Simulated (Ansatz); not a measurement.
# C2H3NSi (SMILES N#CC=[SiH2]): functionals against CCSD(T) at one geometry

The task here is to estimate one member of a computed series from the others.

Method: single points in def2-TZVPP; program: Ansatz 0.2.0, Gaussian basis.

Cores are frozen in the correlated methods.

### Starting geometry

7 atoms, charge 0, spin multiplicity 1.

Atoms are counted from 1 here; the program's logs count them from 0.

Bond lengths: N1–C2 1.181 Å, C2–C3 1.364 Å, C3–Si4 1.725 Å, C3–H5 1.114 Å, Si4–H6 1.432 Å, Si4–H7 1.458 Å. Angles: N1–C2–C3 173.5°, C2–C3–Si4 126.3°, C2–C3–H5 112.9°, Si4–C3–H5 120.8°, C3–Si4–H6 122.6°, C3–Si4–H7 122.3°, H6–Si4–H7 115.0°.

Coordinates:

```xyz
7

N     1.0443   -2.3104    0.7894
C     0.8007   -1.1582    0.7007
C     0.4410    0.1366    0.4699
Si   -0.7357    0.6821   -0.6677
H     0.9644    0.8575    1.1386
H    -1.0741    2.0649   -0.8256
H    -1.3994   -0.2241   -1.5974
```

Set-up of the first run:

run/in.yaml

```yaml
crystal:
  periodic: [false, false, false]
  atoms:
    - {symbol: N, position_ang: [1.044300, -2.310400, 0.789400]}
    - {symbol: C, position_ang: [0.800700, -1.158200, 0.700700]}
    - {symbol: C, position_ang: [0.441000, 0.136600, 0.469900]}
    - {symbol: Si, position_ang: [-0.735700, 0.682100, -0.667700]}
    - {symbol: H, position_ang: [0.964400, 0.857500, 1.138600]}
    - {symbol: H, position_ang: [-1.074100, 2.064900, -0.825600]}
    - {symbol: H, position_ang: [-1.399400, -0.224100, -1.597400]}
basis:
  gaussian: {orbitals: def2-TZVPP}
correlation: {method: ccsd_t}
output: {forces: true}
```

The command line of these runs was not kept.

Among the steps run: CCSD(T)/def2-TZVPP; PBE0-D4/def2-TZVPP; wB97M-V/def2-TZVPP; r2SCAN-D4/def2-TZVPP; PBE-D4/def2-TZVPP; r2SCAN0-D4/def2-TZVPP; revPBE-D4/def2-TZVPP.

One table of the session follows, with a row left open; its other results are not shown here.

| method | RMS force component (eV/Å) | angle to CCSD(T) forces (°) | dipole (D) |
| --- | --- | --- | --- |
| CCSD(T) | 1.147 | reference | 5.07 |
| PBE0-D4 | 1.269 | 15.8 | 5.39 |
| wB97M-V | 1.521 | 15.8 | 5.57 |
| r2SCAN-D4 | ? | ? | ? |
| PBE-D4 | 0.847 | 11.2 | 5.04 |
| r2SCAN0-D4 | 1.410 | 19.3 | 5.52 |
| revPBE-D4 | 0.838 | 12.4 | 4.99 |

Estimate the missing values for r2SCAN-D4.

**Answer.** RMS force component (eV/Å): 1.038; angle to CCSD(T) forces (°): 12.6; dipole (D): 5.23. In the column «RMS force component (eV/Å)» it lies between PBE-D4 (0.847) and CCSD(T) (1.147).
